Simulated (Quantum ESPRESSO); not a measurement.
Crystal: HfGe.

```
CELL_PARAMETERS angstrom
3.50084 0.00000 0.00000
0.00000 3.50084 0.00000
0.00000 0.00000 3.50084
ATOMIC_POSITIONS crystal
Hf 0.00000 0.00000 0.00000
Ge 0.50000 0.50000 0.50000
```

The cell was built by a generator and needn't be a form met in nature.

- Program: Quantum ESPRESSO 7.5
- Task: phonons
- Functional: PBE
- Potentials or basis: PseudoDojo 0.4.1 SR PBE standard
- Cutoff: 1061 eV
- Density cutoff: 4245 eV
- k mesh: 8 × 8 × 8
- Occupations: cold, width 0.2 eV
- Spin: no spin polarisation
- Mixing beta: 0.5
- Most SCF iterations: 120
- SCF threshold: 4e-10 Ry

The cell and the atoms were relaxed first, to 18.85 Å³/atom (a = 3.353 Å, b = 3.353 Å, c = 3.353 Å, α = 90.00°, β = 90.00°, γ = 90.00°), and the response was taken there.

Q: What is the highest optical frequency at the zone centre?

A: 148 cm⁻¹, a mode of symmetry T1u (IR).

Optical modes at Γ, degenerate ones joined:
```
cm⁻¹  components  symmetry  active in
 148           3       T1u         IR
```

Caveat: the mesh is thin for the phonons of a metal.
